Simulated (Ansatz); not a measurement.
# C₃H₉NSi: how energies converge with the basis set

How large a basis does C₃H₉NSi need? Two functionals are run in growing sets.

Method: one geometry, several basis sets; program: Ansatz 0.2.0, Gaussian basis.

Levels to be run: PBE0-D4/def2-SVP; ωB97M-V/def2-SVP; PBE0-D4/def2-QZVPP; ωB97M-V/def2-QZVPP; the functionals' def2-TZVPP values are taken from earlier runs.

### Step 1. The geometry

An earlier PBE0-D4 in a triple-zeta def2 set relaxation fixed the geometry.

SMILES `CCC(=N)[SiH3]`, 14 atoms, charge 0, spin multiplicity 1.

Atoms are counted from 1 here; the program's logs count them from 0.

Bond lengths: C1–C2 1.524 Å, C1–H6 1.093 Å, C1–H7 1.092 Å, C1–H8 1.091 Å, C2–C3 1.504 Å, C2–H9 1.096 Å, C2–H10 1.097 Å, C3–N4 1.271 Å, C3–Si5 1.902 Å, N4–H11 1.026 Å, Si5–H12 1.490 Å, Si5–H13 1.488 Å, Si5–H14 1.480 Å. Angles: C2–C1–H6 111.5°, C2–C1–H7 111.1°, C2–C1–H8 110.8°, H6–C1–H7 107.7°, H6–C1–H8 107.4°, H7–C1–H8 108.1°, C1–C2–C3 112.8°, C1–C2–H9 110.6°, C1–C2–H10 109.1°, C3–C2–H9 108.9°, C3–C2–H10 108.2°, H9–C2–H10 107.0°, C2–C3–N4 125.2°, C2–C3–Si5 119.8°, N4–C3–Si5 115.0°, C3–N4–H11 111.0°, C3–Si5–H12 109.8°, C3–Si5–H13 109.8° and more.

Coordinates:

```mol
C3H9NSi
  3D, bonds by distance, orders not assigned

 14 13  0  0  0  0  0  0  0  0999 V2000
   -0.7891    0.3483    1.4697 C   0  0
    0.3747   -0.4778    0.9353 C   0  0
    0.3345   -0.6433   -0.5592 C   0  0
    0.3318   -1.7565   -1.1729 N   0  0
    0.2550    0.8923   -1.6786 Si  0  0
   -0.7926    1.3561    1.0457 H   0  0
   -1.7465   -0.1178    1.2270 H   0  0
   -0.7260    0.4500    2.5546 H   0  0
    0.3905   -1.4693    1.4029 H   0  0
    1.3172    0.0170    1.1998 H   0  0
    0.3549   -2.5405   -0.5109 H   0  0
    1.0546    1.9962   -1.0767 H   0  0
   -1.1519    1.3630   -1.7874 H   0  0
    0.7799    0.5530   -3.0204 H   0  0
  1  2  8  0
  2  3  8  0
  3  4  8  0
  3  5  8  0
  1  6  8  0
  1  7  8  0
  1  8  8  0
  2  9  8  0
  2 10  8  0
  4 11  8  0
  5 12  8  0
  5 13  8  0
  5 14  8  0
M  END
```

### Step 2. PBE0-D4 in def2-SVP

File in.yaml:

```yaml
crystal:
  periodic: [false, false, false]
  atoms:
    - {symbol: C, position_ang: [-0.789121, 0.348319, 1.469726]}
    - {symbol: C, position_ang: [0.374728, -0.477764, 0.935335]}
    - {symbol: C, position_ang: [0.334510, -0.643292, -0.559232]}
    - {symbol: N, position_ang: [0.331780, -1.756541, -1.172864]}
    - {symbol: Si, position_ang: [0.255041, 0.892279, -1.678578]}
    - {symbol: H, position_ang: [-0.792636, 1.356071, 1.045702]}
    - {symbol: H, position_ang: [-1.746526, -0.117814, 1.227031]}
    - {symbol: H, position_ang: [-0.725996, 0.450018, 2.554577]}
    - {symbol: H, position_ang: [0.390452, -1.469276, 1.402932]}
    - {symbol: H, position_ang: [1.317236, 0.017045, 1.199752]}
    - {symbol: H, position_ang: [0.354897, -2.540546, -0.510946]}
    - {symbol: H, position_ang: [1.054560, 1.996167, -1.076727]}
    - {symbol: H, position_ang: [-1.151876, 1.362957, -1.787414]}
    - {symbol: H, position_ang: [0.779853, 0.552979, -3.020396]}
basis:
  gaussian: {orbitals: def2-SVP}
hamiltonian: {xc: pbe0, dispersion: d4}
output: {orbitals: {seedname: orbitals}}
```

Run with:

```console
$ ansatz run in.yaml --threads 4 --pin off --events-out ev --progress --plain --max-ram 10444MiB
```

After this run come: ωB97M-V in def2-SVP; PBE0-D4 in def2-QZVPP; ωB97M-V in def2-QZVPP.

**Question.** What will the summary of the whole plan be? Wanted: PBE0-D4: double and triple zeta above quadruple; ωB97M-V: double and triple zeta above quadruple.

**Answer**, as computed:

| quantity | value |
| --- | --- |
| PBE0-D4: double and triple zeta above quadruple | 8.55, 0.54 eV |
| ωB97M-V: double and triple zeta above quadruple | 8.84, 0.51 eV |

In words: For PBE0-D4 the step from double to triple zeta gains 8.01 eV and the next only 0.54 eV. These are total energies; as a rule much of such shifts cancels in differences, which this series doesn't test.
